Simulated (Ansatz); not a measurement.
**C₃H₈BO radical: small, medium and large basis sets**

Aim: see how fast density functionals converge with the basis set for C₃H₈BO radical.

Method: one geometry, several basis sets; program: Ansatz 0.2.0, Gaussian basis.

Levels to be run: PBE0-D4/def2-SVP; ωB97M-V/def2-SVP; PBE0-D4/def2-QZVPP; ωB97M-V/def2-QZVPP; the functionals' def2-TZVPP values are taken from earlier runs.

## 1. The relaxed structure

An earlier PBE0-D4 in a triple-zeta def2 set relaxation fixed the geometry.

SMILES `[BH]OC(C)C`, 13 atoms, charge 0, spin multiplicity 2.

Atoms are counted from 1 here; the program's logs count them from 0.

Bond lengths: B1–O2 1.321 Å, B1–H6 1.201 Å, O2–C3 1.440 Å, C3–C4 1.511 Å, C3–C5 1.511 Å, C3–H7 1.096 Å, C4–H8 1.092 Å, C4–H9 1.092 Å, C4–H10 1.091 Å, C5–H11 1.092 Å, C5–H12 1.091 Å, C5–H13 1.092 Å. Angles: O2–B1–H6 121.6°, B1–O2–C3 123.6°, O2–C3–C4 108.0°, O2–C3–C5 107.9°, O2–C3–H7 107.6°, C4–C3–C5 113.2°, C4–C3–H7 110.0°, C5–C3–H7 110.0°, C3–C4–H8 110.2°, C3–C4–H9 110.4°, C3–C4–H10 110.8°, H8–C4–H9 108.5°, H8–C4–H10 108.4°, H9–C4–H10 108.5°, C3–C5–H11 110.4°, C3–C5–H12 110.8°, C3–C5–H13 110.2°, H11–C5–H12 108.5° and more.

As a file:

```
B     0.8284    2.2398    0.3728
O     0.0146    1.2926   -0.0567
C     0.2543   -0.1137    0.1405
C    -0.8667   -0.6634    0.9909
C     0.3434   -0.7658   -1.2191
H     0.5922    3.4034    0.1899
H     1.2092   -0.2159    0.6685
H    -0.7220   -1.7327    1.1591
H    -1.8284   -0.5178    0.4932
H    -0.8988   -0.1631    1.9604
H    -0.5890   -0.6248   -1.7706
H     1.1595   -0.3358   -1.8025
H     0.5237   -1.8374   -1.1114
```

## 2. PBE0-D4 in def2-SVP

in.yaml

```yaml
crystal:
  periodic: [false, false, false]
  atoms:
    - {symbol: B, position_ang: [0.828434, 2.239801, 0.372782]}
    - {symbol: O, position_ang: [0.014576, 1.292648, -0.056696]}
    - {symbol: C, position_ang: [0.254274, -0.113737, 0.140518]}
    - {symbol: C, position_ang: [-0.866736, -0.663449, 0.990884]}
    - {symbol: C, position_ang: [0.343445, -0.765789, -1.219120]}
    - {symbol: H, position_ang: [0.592151, 3.403367, 0.189920]}
    - {symbol: H, position_ang: [1.209198, -0.215857, 0.668513]}
    - {symbol: H, position_ang: [-0.722014, -1.732699, 1.159080]}
    - {symbol: H, position_ang: [-1.828352, -0.517830, 0.493247]}
    - {symbol: H, position_ang: [-0.898848, -0.163113, 1.960380]}
    - {symbol: H, position_ang: [-0.589017, -0.624834, -1.770647]}
    - {symbol: H, position_ang: [1.159489, -0.335779, -1.802546]}
    - {symbol: H, position_ang: [0.523703, -1.837430, -1.111415]}
basis:
  gaussian: {orbitals: def2-SVP}
magnetization: {spin_polarized: true, initial_magnetization: 1}
hamiltonian: {xc: pbe0, dispersion: d4}
output: {orbitals: {seedname: orbitals}}
```

The run is started by

```sh
$ ansatz run in.yaml --threads 2 --pin off --events-out ev --progress --plain --max-ram 31744MiB --backend cpu
```

Further steps of the session: ωB97M-V in def2-SVP; PBE0-D4 in def2-QZVPP; ωB97M-V in def2-QZVPP.

**Question.** What will the summary of the whole plan be? Wanted: PBE0-D4: double and triple zeta above quadruple; ωB97M-V: double and triple zeta above quadruple.

The runs gave:

```
                                       quantity          value
PBE0-D4: double and triple zeta above quadruple  6.98, 0.35 eV
ωB97M-V: double and triple zeta above quadruple  7.30, 0.34 eV
```

**Reading.** For PBE0-D4 the step from double to triple zeta gains 6.63 eV and the next only 0.35 eV. Total energies overstate the basis error of differences, where much of it tends to cancel.
